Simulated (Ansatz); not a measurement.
BaNaBiWO₆, space group F-43m, a single point from an input typed as a dict

Computed with Ansatz 0.2.0, Python API.

The cells in order, each with its output:

In [1]:
```python
import ansatz as az
import numpy as np
```

In [2]:
```python
config = {
    "crystal": {
        "lattice": [
            [0.0, 4.282608, 4.282608],
            [4.282608, 0.0, 4.282608],
            [4.282608, 4.282608, 0.0],
        ],
        "atoms": [
            {"symbol": "Na", "position": [0.75, 0.75, 0.75]},
            {"symbol": "Ba", "position": [0.25, 0.25, 0.25]},
            {"symbol": "Bi", "position": [0.0, 0.0, 0.0]},
            {"symbol": "W", "position": [0.5, 0.5, 0.5]},
            {"symbol": "O", "position": [0.727998, 0.272002, 0.272002]},
            {"symbol": "O", "position": [0.272002, 0.727998, 0.727998]},
            {"symbol": "O", "position": [0.727998, 0.727998, 0.272002]},
            {"symbol": "O", "position": [0.272002, 0.272002, 0.727998]},
            {"symbol": "O", "position": [0.272002, 0.727998, 0.272002]},
            {"symbol": "O", "position": [0.727998, 0.272002, 0.727998]},
        ],
    },
    "kpoints": {"mp_grid": {"kspacing": 0.4}},
    "hamiltonian": {"xc": "pbe"},
    "scf": {"occupations": {"method": "fixed"}},
    "basis": {"ecutwfc": "33.1 Ry"},
    "output": {"forces": True, "stress": True},
}
```

In [3]:
```python
planned = az.Session.from_dict(config).plan(threads=1, pin="off")
result = planned.execute()
data = result.report

result.lattice.cell_ang
```
Out [3]:
```text
array([[0.      , 4.282608, 4.282608],
       [4.282608, 0.      , 4.282608],
       [4.282608, 4.282608, 0.      ]])
```

In [4]:
```python
{key: value for key, value in data.items() if isinstance(value, (int, float)) and "ev" in key}
```
Out [4]:
```text
{'n_hpsi_unsolved_levels': 148,
 'gap_by_band_count_ev': 1.852442434311092,
 'fermi_energy_ev': 8.461749563501195,
 'harris_foulkes_ev': -33627.46726624986,
 'scf_correction_max_component_ev_ang': 0.0003126681806475156,
 'free_energy_ev': -33627.46726623968,
 'internal_energy_ev': -33627.46726623968,
 'lagrangian_ev': -33627.46726623968,
 'energy_sigma0_ev': -33627.46726623968,
 'lagrangian_sigma0_ev': -33627.46726623968,
 'entropy_ts_ev': 0.0}
```

In [5]:
```python
print("%-22s %14.5f eV" % ("F = E - TS", data["free_energy_ev"]))
print("%-22s %14.5f eV" % ("E", data["internal_energy_ev"]))
print("%-22s %14.5f eV" % ("Harris-Foulkes", data["harris_foulkes_ev"]))
print("%-22s %14.5f eV" % ("Fermi level", data["fermi_energy_ev"]))
```
```text
F = E - TS               -33627.46727 eV
E                        -33627.46727 eV
Harris-Foulkes           -33627.46727 eV
Fermi level                   8.46175 eV
```

In [6]:
```python
# the stress is positive in compression
sigma = data["stress_gpa"]
voigt = [sigma[0][0], sigma[1][1], sigma[2][2], sigma[1][2], sigma[0][2], sigma[0][1]]
print("stress xx yy zz yz xz xy (GPa, compression positive):", " ".join(f"{s:.3f}" for s in voigt))
print("P =", round(10 * float(np.mean(voigt[:3])), 2), "kbar")
```
```text
stress xx yy zz yz xz xy (GPa, compression positive): -2.456 -2.456 -2.456 0.000 -0.000 -0.000
P = -24.56 kbar
```

The settings weren't tested for convergence. Spin is left out of this run. Spin-orbit coupling, left out here, can change this gap by several tenths of an eV, and inverted bands can meet off the mesh. The Fermi level of a run with fixed occupations marks the highest occupied state on its mesh, not mid-gap. An absolute Fermi energy rests on an arbitrary zero of the periodic potential and has no direct meaning. This cell is a computed structure, which may not be the phase found in nature. Gaps and levels are Kohn-Sham values on a finite set of k-points, without spin-orbit coupling. The whole script took 9.8 s on 1 thread of Arm Neoverse N1, on a shared host, peak memory 0.5 GiB.

(Lines on the test bed's own set-up are left out of the output.)
